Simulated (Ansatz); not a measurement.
# SiSn2: the cost of one run

Program: Ansatz 0.2.0. Level of theory: DFT PBE, scalar-relativistic, plane waves, PAW. These are calculated values, not measurements.

**1. The structure to begin with**

It takes space group Fm-3m (No. 225, cubic). Conventional cell: a = 6.582 Å, b = 6.582 Å, c = 6.582 Å, α = 90.00°, β = 90.00°, γ = 90.00°. Around Si (site symmetry m-3m) lie 8 Sn at 2.85 Å. Sn (site symmetry -43m) is surrounded by 4 Si at 2.85 Å.

Structure file:

```cif
data_structure
_symmetry_space_group_name_H-M 'P 1'
_symmetry_Int_Tables_number 1
_cell_length_a 4.6540
_cell_length_b 4.6540
_cell_length_c 4.6540
_cell_angle_alpha 60.000
_cell_angle_beta 60.000
_cell_angle_gamma 60.000
_cell_volume 71.28
loop_
_atom_site_label
_atom_site_type_symbol
_atom_site_fract_x
_atom_site_fract_y
_atom_site_fract_z
_atom_site_occupancy
Si1 Si 0.00000 0.00000 0.00000 1
Sn1 Sn 0.25000 0.25000 0.25000 1
Sn2 Sn 0.75000 0.75000 0.75000 1
```

The cell was made up by rule, so the compound may not exist in this form.

This is a trial structure, the antifluorite prototype, and another one may lie lower.

**2. Coarse point 1 of the search for the rest volume**

input.yaml

```yaml
crystal:
  lattice:
    - [0.0, 3.2908965344, 3.2908965344]
    - [3.2908965344, 0.0, 3.2908965344]
    - [3.2908965344, 3.2908965344, 0.0]
  atoms:
    - { symbol: Si, position: [0.0, 0.0, 0.0] }
    - { symbol: Sn, position: [0.25, 0.25, 0.25] }
    - { symbol: Sn, position: [0.75, 0.75, 0.75] }
basis:
  ecutwfc: 420
kpoints:
  mp_grid: { grid: [4, 4, 4] }
hamiltonian:
  xc: pbe
scf:
  occupations: { method: gaussian, width: 0.05 }
output:
  forces: true
  stress: true
  eigenvalues: true
```

The run is started by

```sh
$ ansatz run input.yaml --threads 1 --pin off --max-ram 1228MiB --backend cpu --events-out ev --progress --plain --runs-dir out
```

What time and memory should one allow on 1 thread of Intel Xeon Platinum 8259CL at 2.50GHz (Skylake/Cascade Lake), shared host?

About 1.6 s, with a peak of 0.44 GiB.
